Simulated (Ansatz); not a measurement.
This script drives Ansatz 0.2.0, Python API.

Input file `tan.cif`:
```cif
data_TaN
_cell_length_a 2.938000
_cell_length_b 2.938000
_cell_length_c 2.883000
_cell_angle_alpha 90.00000
_cell_angle_beta 90.00000
_cell_angle_gamma 120.00000
_symmetry_space_group_name_H-M 'P 1'
_symmetry_Int_Tables_number 1
loop_
_symmetry_equiv_pos_as_xyz
'x, y, z'
loop_
_atom_site_label
_atom_site_type_symbol
_atom_site_fract_x
_atom_site_fract_y
_atom_site_fract_z
Ta1 Ta    0.333333    0.666667    0.500000
N2 N    0.000000    0.000000    0.000000
```

`tan.py`
```python
"""Elastic constants of TaN."""

from dataclasses import replace

import ansatz as az
from ase.io import read
import numpy as np

atoms = read("tan.cif")
system = az.Crystal.from_ase(atoms)

job = system.calculation()
job = job.occupations(az.OccupationsMethod.COLD, width=100 * az.meV).functional(az.Functional.PBESOL, dispersion="d3bj")
job = job.basis(450)
job = job.kpoints(17, 17, 15)
# first bring the cell to zero stress
rest = job.relax(cell=True).run(threads=1).lattice
relaxed = az.Crystal(lattice=az.Lattice.of(rest.cell_ang))
for site in rest.sites:
    relaxed = relaxed.atom(site.symbol, site.position_frac)
job = replace(job, crystal=relaxed)
print("relaxed volume {:.3f} A^3".format(abs(np.linalg.det(rest.cell_ang))))
done = job.elastic("relaxed-ion").run(threads=1)
elastic = done.elastic

C = np.asarray(elastic.c_gpa)
for i in range(6):
    for j in range(i, 6):
        if abs(C[i, j]) > 0.05:
            print(f"C{i + 1}{j + 1} = {C[i, j]:.1f} GPa")
print("smallest eigenvalue of C:", round(elastic.stability.min_eigenvalue_gpa, 1), "GPa; tensor positive definite:", elastic.stability.min_eigenvalue_gpa > 0)
# averaged moduli need a positive definite tensor
if elastic.stability.min_eigenvalue_gpa > 0:
    for name, value in elastic.moduli.to_plain().items():
        print(f"{name:14s} {value:9.3f}")
```

It is started by `python tan.py`. Estimate its wall time and peak memory on 1 thread of Intel(R) Xeon(R) Platinum 8175M CPU @ 2.50GHz (Skylake/Cascade Lake), with other jobs on the host.

It took about 13 min, with a peak of 0.89 GiB, for 2 runs of the engine.

```console
$ python tan.py
DeckWarning: the atoms were moved onto the symmetric positions of the space group found under crystal.symmetry.tolerance 1.0e-5 (fractional; no operation is sought that the atoms, as they stand in a round, miss by more than twice it, and no atom is moved by as much as it), and the run uses the moved positions. Before [...]
relaxed volume 20.843 A^3
C11 = 692.6 GPa
C12 = 235.7 GPa
C13 = 169.9 GPa
C22 = 692.6 GPa
C23 = 169.9 GPa
C33 = 892.2 GPa
C44 = 273.6 GPa
C55 = 273.6 GPa
C66 = 228.5 GPa
smallest eigenvalue of C: 228.5 GPa; tensor positive definite: True
k_voigt_gpa      380.956
k_reuss_gpa      378.998
k_hill_gpa       379.977
g_voigt_gpa      268.602
g_reuss_gpa      262.743
g_hill_gpa       265.673
youngs_gpa       646.374
poisson            0.216
```
(Warnings from the package without file and line, shortened.)

Notes:
- No spin polarisation was allowed.
- Dispersion corrections can be off by several per cent in the lattices of metals, and by several GPa in the pressure at a fixed cell.
- A positive definite tensor excludes instabilities under uniform strain alone; phonons elsewhere in the zone can still be imaginary.
- Spin-orbit coupling, which matters for elements this heavy, is left out.
- The starting cell is as deposited in a crystallographic database; the results hold for this polymorph, which needn't be the stable one.
- Shear constants of a metal converge slowly with the k-point mesh and can be wrong in sign on a coarse one; the constants belong to the cell that was strained.

(A comment or docstring line of the script was reworded after the run, the code is as it ran.)
